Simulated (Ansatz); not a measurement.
# C3H8SSi: one species, many methods

Aim: compute C3H8SSi with functionals from several rungs and with coupled cluster, and see how far each lands from CCSD(T) at the basis-set limit for the atomisation energy.

Method: functionals in def2-TZVPP, the program's frozen cores in correlated methods; program: Ansatz 0.2.0, Gaussian basis.

The runs, in order: LDA (SPW92), PBE-D4, revPBE-D4, BLYP-D4, r2SCAN-D4, B97M-V, PBE0-D4, B3LYP-D4, r2SCANh-D4, r2SCAN0-D4, HSE06-D4, BHLYP-D4, CAM-B3LYP-D4, LC-ωPBE, ωB97X-V, ωB97M-V, B2PLYP, PBE-QIDH; CCSD(T)/def2-SVP; CCSD(T)/def2-TZVPP; MP2/def2-QZVPP; extrapolation to the limit; RPA on PBE.

**1. The relaxed structure**

The geometry comes from an earlier relaxation with PBE0-D4 in a triple-zeta def2 set; it is a stationary point, not always the lowest conformer.

13 atoms, charge 0, spin multiplicity 1.

Atoms are counted from 1 here; the program's logs count them from 0.

Bond lengths: C1–C2 1.326 Å, C1–H6 1.084 Å, C1–H7 1.084 Å, C2–S3 1.759 Å, C2–H8 1.086 Å, S3–Si4 2.141 Å, Si4–C5 1.863 Å, Si4–H9 1.489 Å, Si4–H10 1.488 Å, C5–H11 1.093 Å, C5–H12 1.092 Å, C5–H13 1.092 Å. Angles: C2–C1–H6 122.0°, C2–C1–H7 120.3°, H6–C1–H7 117.7°, C1–C2–S3 123.2°, C1–C2–H8 120.8°, S3–C2–H8 115.9°, C2–S3–Si4 99.8°, S3–Si4–C5 107.4°, S3–Si4–H9 107.9°, S3–Si4–H10 110.7°, C5–Si4–H9 112.0°, C5–Si4–H10 111.0°, H9–Si4–H10 107.8°, Si4–C5–H11 110.1°, Si4–C5–H12 110.8°, Si4–C5–H13 110.9°, H11–C5–H12 108.1°, H11–C5–H13 108.5° and more.

Coordinates:

```xyz
13
C3H8SSi
C    -0.8455    2.5008    1.6908
C    -0.5513    1.7096    0.6676
S     0.6907    0.4662    0.7378
Si   -0.1130   -0.9302   -0.6727
C     1.2132   -2.1903   -1.0251
H    -0.3699    2.3896    2.6584
H    -1.5736    3.2948    1.5752
H    -1.0399    1.8389   -0.2941
H    -0.5039   -0.1739   -1.8947
H    -1.3363   -1.5808   -0.1307
H     0.8457   -2.9338   -1.7367
H     1.5053   -2.7117   -0.1111
H     2.0990   -1.7139   -1.4495
```

**2. LDA**

This LDA is Slater exchange with PW92 correlation.

in.yaml reads:

```yaml
crystal:
  periodic: [false, false, false]
  atoms:
    - {symbol: C, position_ang: [-0.845467, 2.500764, 1.690784]}
    - {symbol: C, position_ang: [-0.551259, 1.709603, 0.667598]}
    - {symbol: S, position_ang: [0.690687, 0.466153, 0.737812]}
    - {symbol: Si, position_ang: [-0.112963, -0.930223, -0.672731]}
    - {symbol: C, position_ang: [1.213164, -2.190296, -1.025141]}
    - {symbol: H, position_ang: [-0.369893, 2.389607, 2.658421]}
    - {symbol: H, position_ang: [-1.573644, 3.294791, 1.575182]}
    - {symbol: H, position_ang: [-1.039936, 1.838879, -0.294098]}
    - {symbol: H, position_ang: [-0.503887, -0.173891, -1.894701]}
    - {symbol: H, position_ang: [-1.336322, -1.580760, -0.130706]}
    - {symbol: H, position_ang: [0.845692, -2.933765, -1.736713]}
    - {symbol: H, position_ang: [1.505316, -2.711720, -0.111062]}
    - {symbol: H, position_ang: [2.099012, -1.713942, -1.449545]}
basis:
  gaussian: {orbitals: def2-TZVPP}
hamiltonian: {xc: lda}
output: {orbitals: {seedname: orbitals}}
```

Started as:

```sh
ansatz run in.yaml --threads 4 --pin off --events-out ev --progress --plain --max-ram 10444MiB
```

The runs that follow: PBE-D4 (GGA); revPBE-D4 (GGA); BLYP-D4 (GGA); r2SCAN-D4 (meta-GGA); B97M-V (meta-GGA); B3LYP-D4 (hybrid); r2SCANh-D4 (hybrid); r2SCAN0-D4 (hybrid); HSE06-D4 (hybrid); BHLYP-D4 (hybrid); CAM-B3LYP-D4 (range-separated); LC-ωPBE (range-separated); ωB97X-V (range-separated); ωB97M-V (range-separated); B2PLYP (double hybrid); PBE-QIDH (double hybrid); CCSD(T) in def2-SVP; CCSD(T) in def2-TZVPP; MP2 in def2-QZVPP; RPA on PBE orbitals.

Before running them: what should the planned runs give, taken together? Wanted: atomisation energy, CCSD(T)/CBS; farthest beyond LDA; mean size of error, GGA; mean size of error, meta-GGA; mean size of error, hybrid; mean size of error, range-separated; mean size of error, double hybrid; gap, smallest and largest; T1 diagnostic.

The runs gave:

| quantity | value |
| --- | --- |
| atomisation energy, CCSD(T)/CBS | 1151.9 kcal/mol |
| functionals within 5.8 kcal/mol (0.5 %) | revPBE-D4, BLYP-D4, r2SCAN-D4, PBE0-D4, B3LYP-D4, r2SCANh-D4, HSE06-D4, CAM-B3LYP-D4, ωB97X-V, ωB97M-V, PBE-QIDH |
| farthest beyond LDA | BHLYP-D4 (-24.5 kcal/mol) |
| mean size of error, GGA | 9.3 kcal/mol |
| mean size of error, meta-GGA | 5.7 kcal/mol |
| mean size of error, hybrid | 7.2 kcal/mol |
| mean size of error, range-separated | 4.6 kcal/mol |
| mean size of error, double hybrid | 8.6 kcal/mol |
| gap, smallest and largest | 4.23 eV (LDA (SPW92)), 11.17 eV (LC-ωPBE) |
| T1 diagnostic | 0.0114 |
| triples share of the correlation energy | 4.3 % |

What this shows: The LDA atomisation energy is off by 150.0 kcal/mol (13 %): it overbinds. PBE-D4 is off by +18.2 kcal/mol. Double hybrids carry the basis error of their MP2 part in triple zeta, and no dispersion term here, so their miss is partly the set-up's. The rungs range-separated, meta-GGA miss on average by less than the doubt on the reference (5.8 kcal/mol), so they tie. The reference freezes the cores and leaves out relativity and excitations past (T), so misses under about 5.8 kcal/mol can't be ranked. Hartree-Fock recovers 75 % of the binding; the rest is correlation. CCSD(T) in def2-SVP is off by -62.0 kcal/mol, more than most functionals: a good method in a small basis is no reference. Orbital gaps span 4.2 to 11.2 eV; exact exchange widens them.
